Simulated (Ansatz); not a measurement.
# BH7O2Si: the cost of one run

Method: RKS B3LYP/def2-SVP, in Ansatz 0.2.0.

1 further run of the same task is left out (it didn't finish).

### 1 The system as given

Bond lengths: B1–O2 1.760 Å, O2–H3 1.010 Å, B1–H4 1.190 Å, B1–H5 1.190 Å, B1–O6 1.710 Å, O6–Si7 1.680 Å, Si7–H8 1.460 Å, Si7–H9 1.460 Å, Si7–H10 1.460 Å, O2–H11 1.098 Å, O6–H11 1.123 Å, Si7–H11 1.319 Å. Angles (14 of 25 angles, heavy atoms first): O2–B1–O6 71.6°, B1–O6–Si7 125.0°, B1–O2–H3 109.5°, B1–O2–H11 77.2°, O2–B1–H4 120.0°, O2–B1–H5 120.0°, H4–B1–O6 96.8°, H5–B1–O6 101.3°, B1–O6–H11 78.9°, Si7–O6–H11 51.6°, O6–Si7–H8 109.5°, O6–Si7–H9 109.5°, O6–Si7–H10 109.5°, O6–Si7–H11 41.9°.

Structure file:

```xyz
11

B     0.0000    0.0000    0.0000
O     0.0000    0.0000    1.7600
H    -0.9095   -0.2814    2.0971
H     1.0305    0.0000   -0.5950
H    -1.0305    0.0000   -0.5950
O     0.0766    1.6210    0.5392
Si    0.6742    2.1133    2.0302
H     1.0690    0.9424    2.8077
H     1.8341    2.9769    1.8293
H    -0.3605    2.8490    2.7510
H     0.0506    1.0697    1.5173
```

### 2 Pulling towards end A

Springs on the bonds that form and break draw the guess towards this end; the thresholds are loose.

input.yaml

```yaml
crystal:
  periodic: [false, false, false]
  atoms:
    - { symbol: B, position_ang: [0.0, 0.0, 0.0] }
    - { symbol: O, position_ang: [0.0, 0.0, 1.76] }
    - { symbol: H, position_ang: [-0.9095, -0.2814, 2.0971] }
    - { symbol: H, position_ang: [1.0305, 0.0, -0.595] }
    - { symbol: H, position_ang: [-1.0305, 0.0, -0.595] }
    - { symbol: O, position_ang: [0.0766, 1.621, 0.5392] }
    - { symbol: Si, position_ang: [0.6742, 2.1133, 2.0302] }
    - { symbol: H, position_ang: [1.069, 0.9424, 2.8077] }
    - { symbol: H, position_ang: [1.8341, 2.9769, 1.8293] }
    - { symbol: H, position_ang: [-0.3605, 2.849, 2.751] }
    - { symbol: H, position_ang: [0.0506, 1.0697, 1.5173] }
basis:
  gaussian: { orbitals: def2-SVP }
hamiltonian:
  xc: b3lyp
relax:
  f_tol: 0.15
  max_steps: 25
  restrain:
    - { distance: [0, 5], at: 2.61, k: 30.0 }
    - { distance: [10, 1], at: 2.21, k: 30.0 }
    - { distance: [0, 1], at: 1.41, k: 30.0 }
    - { distance: [10, 5], at: 1.01, k: 30.0 }
```

Run with:

```console
> ansatz run input.yaml --threads 2 --pin off --max-ram 3072MiB --backend cpu --events-out ev --progress --plain --runs-dir out
```

What time and memory should one allow on 2 threads of AMD EPYC 9R45 (Zen 5), shared host?

About 16 s, with a peak of 0.2 GiB.
